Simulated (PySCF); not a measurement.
# InN: from the state search to spectroscopic constants

What are the lowest state that PBE0 finds, the bond length, vibrational wavenumber and bond energy of InN, and how much do these hang on the method?

Computed with PySCF 2.14.0. Level: In x2c-TZVPPall, N x2c-TZVPPall, spin-free X2C with a Gaussian nucleus.

## (1) Set-up

A driver script around PySCF takes these settings:

```yaml
atoms: In, N
charge: 0
basis: In x2c-TZVPPall, N x2c-TZVPPall
Hamiltonian: spin-free X2C with a Gaussian nucleus
basis_functions: 91
electrons_treated: 56
masses_in_u: 114.9039, 14.0031
levels: PBE0, PBE, r²SCAN, B3LYP, TPSS, BLYP, revPBE, ωB97M-V, HF, MP2, SCS-MP2, CCSD, CCSD(T)
grid: 80 radial by 434 angular points
occupations: held fixed by the projection of orbital angular momentum
dissociation_limit: In + N, each in its ground configuration
starting_distance_in_angstrom: 2.045
values_of_2S_to_try: 0, 2, 4
```

Started as:

```
> OMP_NUM_THREADS=1 python dia.py task.json out
```

Further steps of the session: The PBE0 curve of the state that the search chose; Higher solutions at PBE0; PBE; r²SCAN; B3LYP; TPSS; BLYP (GGA); revPBE (GGA); ωB97M-V (range-separated hybrid); UHF; Adding correlation.

**Question.** What will these runs give? Wanted: for each run, Re; ωe; De; μ.

The runs gave:

Lowest PBE0 solution found, without spin–orbit coupling: ³Σ⁻ (triplet), unpaired electrons π ↑↑. State 2 has its PBE0 minimum 0.21 eV higher. State 3 has its PBE0 minimum 0.52 eV higher, as a spin-mixed determinant (⟨S²⟩ = 1.00), so this is no gap between pure states. State 4 has its PBE0 minimum 0.62 eV higher, as a spin-mixed determinant (⟨S²⟩ = 1.02), so this is no gap between pure states. The other levels ran on the lowest alone.

```tsv
level	Re (Å)	ωe (cm⁻¹)	De (eV)	μ (D)
UHF	2.204	455	0.218	-2.55
UHF-MP2	2.189	483	1.47	n/a
UHF-SCS-MP2	2.197	482	1.53	n/a
UHF-CCSD	2.205	454	1.45	n/a
UHF-CCSD(T)	2.212	448	1.57	n/a
PBE	2.245	419	2.19	-2.41
revPBE	2.261	409	2.02	-2.45
BLYP	2.269	405	2.17	-2.59
TPSS	2.234	433	2.15	-2.40
r²SCAN	2.218	441	1.85	-2.33
B3LYP	2.234	431	1.97	-2.64
PBE0	2.211	448	1.88	-2.46
ωB97M-V	2.200	460	1.85	-2.51
```

De is counted to In + N in their ground configurations. A positive dipole means In(−)N(+).

Differences from CCSD(T) in the same basis:

```tsv
level	Re (mÅ)	ωe (%)
UHF	-7	+1.6
UHF-MP2	-23	+7.8
UHF-SCS-MP2	-15	+7.6
UHF-CCSD	-6	+1.3
PBE	+34	-6.3
revPBE	+49	-8.7
BLYP	+58	-9.7
TPSS	+22	-3.3
r²SCAN	+6	-1.5
B3LYP	+23	-3.8
PBE0	-1	0.0
ωB97M-V	-12	+2.7
```

**Reading.** Judged by CCSD(T) in the same basis: best bond length PBE0 (-1 mÅ), worst BLYP (+58 mÅ); best wavenumber PBE0 (0.0 %), worst BLYP (-9.7 %). Hartree–Fock falls on the short and stiff side, its usual fault. PBE has the long and soft bond that GGAs tend to give. Among the levels with a De in the table, it runs from 0.218 eV (UHF) to 2.19 eV (PBE).

Correlated steps freeze 19 core orbitals. Spin–orbit coupling is left out, which matters for elements this heavy, above all for dissociation energies.
